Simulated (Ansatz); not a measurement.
Working through a formation energy from the elements of ZrTiN2 and its elements

With the Python package of Ansatz (0.2.0).

Typed at the interpreter:
```pycon
>>> from collections import Counter
>>> import warnings
>>> import ansatz as az
>>> import numpy as np
>>> TOLERANCE = 1e-08
>>> FUNCTIONAL = 'r2SCAN'
>>> CUTOFF_EV = 600
>>> KSPACING = 0.3
>>> FILLING = 'gaussian'
>>> SIGMA = 0.05
>>> PHASES = {
...     'ZrTiN2': (
...         [[1.573912, 0.908699, 5.118152], [-1.573912, 0.908699, 5.118152], [0.0, -1.817397, 5.118152]],
...         [
...             ('Zr', [0.5, 0.5, 0.5]),
...             ('Ti', [0.0, 0.0, 0.0]),
...             ('N', [0.743674, 0.743674, 0.743674]),
...             ('N', [0.256326, 0.256326, 0.256326]),
...         ],
...     ),
...     'Zr': (
...         [[3.232, 0.0, 0.0], [-1.616, 2.798994, 0.0], [0.0, 0.0, 5.147]],
...         [
...             ('Zr', [1 / 3, 2 / 3, 0.25]),
...             ('Zr', [2 / 3, 1 / 3, 0.75]),
...         ],
...     ),
...     'Ti': (
...         [[2.95, 0.0, 0.0], [-1.475, 2.554775, 0.0], [0.0, 0.0, 4.68]],
...         [
...             ('Ti', [1 / 3, 2 / 3, 0.25]),
...             ('Ti', [2 / 3, 1 / 3, 0.75]),
...         ],
...     ),
...     'N2': (
...         [[9.0, 0.0, 0.0], [0.0, 9.5, 0.0], [0.0, 0.0, 10.0]],
...         [
...             ('N', [0.5, 0.5, 0.4445]),
...             ('N', [0.5, 0.5, 0.5555]),
...         ],
...     ),
... }
>>> def build(vectors, sites):
...     crystal = az.Crystal(lattice=az.Lattice.of(vectors))
...     for symbol, position in sites:
...         crystal = crystal.atom(symbol, position)
...     return crystal
...
>>> GASES = {'N2'}
>>> def solve(name, crystal):
...     calc = crystal.calculation()
...     calc = calc.scf(tolerance=TOLERANCE)
...     calc = calc.functional(FUNCTIONAL)
...     calc = calc.basis(CUTOFF_EV)
...     calc = calc.kpoints(spacing=KSPACING)
...     calc = calc.occupations(FILLING, width=SIGMA)
...     calc = calc.stress()
...     if name in GASES:
...         return calc.kpoints(1, 1, 1).relax(force_tolerance=0.02).run(threads=1)
...     calc = calc.relax(force_tolerance=0.02, fix_cell=['shape'])
...     return calc.run(threads=1)
...
>>> def counts(outcome):
...     return Counter(site.symbol for site in outcome.lattice.sites)
...
>>> def formation_energy(outcome, mu):
...     n = counts(outcome)
...     return (outcome.report['energy_sigma0_ev'] - sum(k * mu[element] for element, k in n.items())) / sum(n.values())
...
>>> def volume_per_atom(outcome):
...     return abs(np.linalg.det(outcome.lattice.cell_ang)) / len(outcome.lattice.sites)
...
>>> warnings.simplefilter('ignore')
>>> phases = {name: build(*cell) for name, cell in PHASES.items()}
>>> done = {}
>>> for name, crystal in phases.items():
...     done[name] = solve(name, crystal)
...     print(f'{name}: {done[name].report["energy_sigma0_ev"]:.4f} eV, {len(done[name].lattice.sites)} atoms')
...
ZrTiN2: -7476.5913 eV, 4 atoms
Zr: -8390.0500 eV, 2 atoms
Ti: -5008.7436 eV, 2 atoms
N2: -769.6286 eV, 2 atoms
>>> # energy of one atom in its reference phase
>>> references = {'Zr': 'Zr', 'Ti': 'Ti', 'N': 'N2'}
>>> mu = {element: done[name].report['energy_sigma0_ev'] / len(done[name].lattice.sites) for element, name in references.items()}
>>> target = done['ZrTiN2']
>>> heat = formation_energy(target, mu)
>>> for element, value in mu.items():
...     print(f'mu({element}) = {value:.4f} eV from {references[element]}, {volume_per_atom(done[references[element]]):.2f} A^3/atom')
...
mu(Zr) = -4195.0250 eV from Zr, 23.53 A^3/atom
mu(Ti) = -2504.3718 eV from Ti, 17.28 A^3/atom
mu(N) = -384.8143 eV from N2, 427.50 A^3/atom
>>> print(f'formation energy of ZrTiN2: {heat:.4f} eV/atom = {96.4853 * heat:.1f} kJ/mol of atoms')
formation energy of ZrTiN2: -1.8915 eV/atom = -182.5 kJ/mol of atoms
```

The formation energy is -1.891 eV an atom (-182.5 kJ per mole of atoms), so ZrTiN2 lies below the reference phases.

Absolute energies stand on the zero of these potentials, so only differences at equal settings mean something. The run is spin-unpolarised. For the metals among these phases the mesh is modest: differences between phases can be off by up to 40 meV an atom. The program warned that this SCF threshold is loose for forces or stresses. Atoms and volume are relaxed with the cell's shape held, which in cells of lower than cubic symmetry can hide stresses and shift volumes. The cells come from databases of deposited and of computed structures, and not all need be stable phases. The compound is the structure given, not necessarily its lowest; energies are at zero temperature, with no correction for gases. A semilocal functional's error on such energies is often 0.05 to 0.1 eV an atom, and 0.1 to 0.3 eV against gases such as O2 or F2. The script silences warnings, which a real study should read. The whole script took 2.6 min on 1 thread of Arm Neoverse V1 (shared host), peak memory 2.6 GiB.
